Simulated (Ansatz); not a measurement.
# ClFGeH₂O₂: up Jacob's ladder to CCSD(T)

An exercise on one series of results from a longer session: the logs are not shown, and one member is left open.

Computed with Ansatz 0.2.0, Gaussian basis. Level: functionals in def2-TZVPP, the program's frozen cores in correlated methods.

Levels to be run: PBE-D4, r2SCAN-D4, PBE0-D4, B3LYP-D4, ωB97X-V, ωB97M-V, B2PLYP; CCSD(T)/def2-TZVPP; MP2/def2-QZVPP; extrapolation to the limit.

**Structure used throughout**

An earlier PBE0-D4 in a triple-zeta def2 set relaxation fixed the geometry.

SMILES `[OH][Ge]([OH])([F])[Cl]`, 7 atoms, charge 0, spin multiplicity 1.

Atoms are counted from 1 here; the program's logs count them from 0.

Bond lengths: O1–Ge2 1.738 Å, O1–H6 0.962 Å, Ge2–O3 1.747 Å, Ge2–F4 1.721 Å, Ge2–Cl5 2.108 Å, O3–H7 0.961 Å. Angles: Ge2–O1–H6 112.0°, O1–Ge2–O3 108.7°, O1–Ge2–F4 111.1°, O1–Ge2–Cl5 108.9°, O3–Ge2–F4 107.5°, O3–Ge2–Cl5 114.4°, F4–Ge2–Cl5 106.2°, Ge2–O3–H7 113.3°.

Set-up of the first run:

in.yaml reads:

```yaml
crystal:
  periodic: [false, false, false]
  atoms:
    - {symbol: O, position_ang: [-1.698295, 0.060145, 0.038974]}
    - {symbol: Ge, position_ang: [0.017455, 0.337401, 0.020558]}
    - {symbol: O, position_ang: [0.833188, -1.186746, 0.270572]}
    - {symbol: F, position_ang: [0.529863, 0.955944, -1.502045]}
    - {symbol: Cl, position_ang: [0.483795, 1.818769, 1.446057]}
    - {symbol: H, position_ang: [-1.925298, -0.816073, -0.287105]}
    - {symbol: H, position_ang: [1.759292, -1.169451, 0.012988]}
basis:
  gaussian: {orbitals: def2-TZVPP}
hamiltonian: {xc: pbe, dispersion: d4}
output: {forces: true, orbitals: {seedname: orbitals}}
```

The run is started by

```
$ ansatz run in.yaml --threads 2 --pin off --events-out ev --progress --plain --max-ram 22528MiB --backend cpu
```

Steps of the session up to this table: PBE-D4 (GGA); r2SCAN-D4 (meta-GGA); PBE0-D4 (hybrid); B3LYP-D4 (hybrid); ωB97X-V (range-separated); ωB97M-V (range-separated); B2PLYP (double hybrid); CCSD(T) in def2-TZVPP; MP2 in def2-QZVPP.

One of the session's tables, all rows but one given; the rest of the session is left out.

It belongs to the step «Atomisation energies». 

| method | atomisation energy (kcal/mol) |
| --- | --- |
| PBE-D4 | 614.0 |
| r2SCAN-D4 | 604.7 |
| PBE0-D4 | 593.0 |
| B3LYP-D4 | ? |
| ωB97X-V | 604.1 |
| ωB97M-V | 600.8 |
| B2PLYP | 592.7 |
| HF/def2-TZVPP | 401.8 |
| MP2/def2-TZVPP | 616.4 |
| CCSD/def2-TZVPP | 575.9 |
| CCSD(T)/def2-TZVPP | 589.3 |
| MP2/CBS | 634.3 |
| CCSD(T)/CBS | 607.3 |

Q: Estimate the row for B3LYP-D4 from the others.

**Answer.** atomisation energy (kcal/mol): 591.0. In the column «atomisation energy (kcal/mol)» it lies between CCSD(T)/def2-TZVPP (589.3) and B2PLYP (592.7).
